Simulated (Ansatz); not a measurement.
# H2HfO: the cost of one run

Method: def2-TZVPP, core rule «outside noble gas», up to 5 orbitals frozen; program: Ansatz 0.2.0, Gaussian basis.

Plan: UHF; CCSD(T) on ROHF; CCSD(T) on UHF; CCSDT(Q) on ROHF; CCSDT(Q) on UHF.

9 further runs of the same task are left out: 4 for a known fault of the program, 5 set aside as unsound or not needed.

## (1) What is computed

The geometry is a PBE0/def2-TZVP stationary point (not a proven minimum) of the parent state, kept for this charge and spin. No spin-orbit coupling is included. Elements past krypton take def2 core potentials.

4 atoms, charge 0, spin multiplicity 3.

Atoms are counted from 1 here; the program's logs count them from 0.

Bond lengths: Hf1–O2 2.430 Å, O2–H3 0.963 Å, O2–H4 0.963 Å. Angles: Hf1–O2–H3 114.2°, Hf1–O2–H4 114.2°, H3–O2–H4 106.5°.

## (2) UHF

Contents of in.yaml:

```yaml
crystal:
  periodic: [false, false, false]
  atoms:
    - {symbol: Hf, position_ang: [0.004372, 0.000000, 0.226834]}
    - {symbol: O, position_ang: [-0.088575, 0.000001, -2.201480]}
    - {symbol: H, position_ang: [0.315907, -0.771702, -2.611917]}
    - {symbol: H, position_ang: [0.315907, 0.771706, -2.611916]}
basis:
  gaussian: {orbitals: def2-TZVPP}
magnetization: {spin_polarized: true, initial_magnetization: 2}
hamiltonian: {xc: hf}
output: {orbitals: {seedname: orbitals}}
```

The run is started by

```console
$ ansatz run in.yaml --threads 1 --pin off --events-out ev --progress --plain --max-ram 4096MiB --backend cpu
```

Q: Estimate wall time and peak memory on 1 thread of AMD EPYC 7R13, shared host.

About 27 s, with a peak of 0.25 GiB.
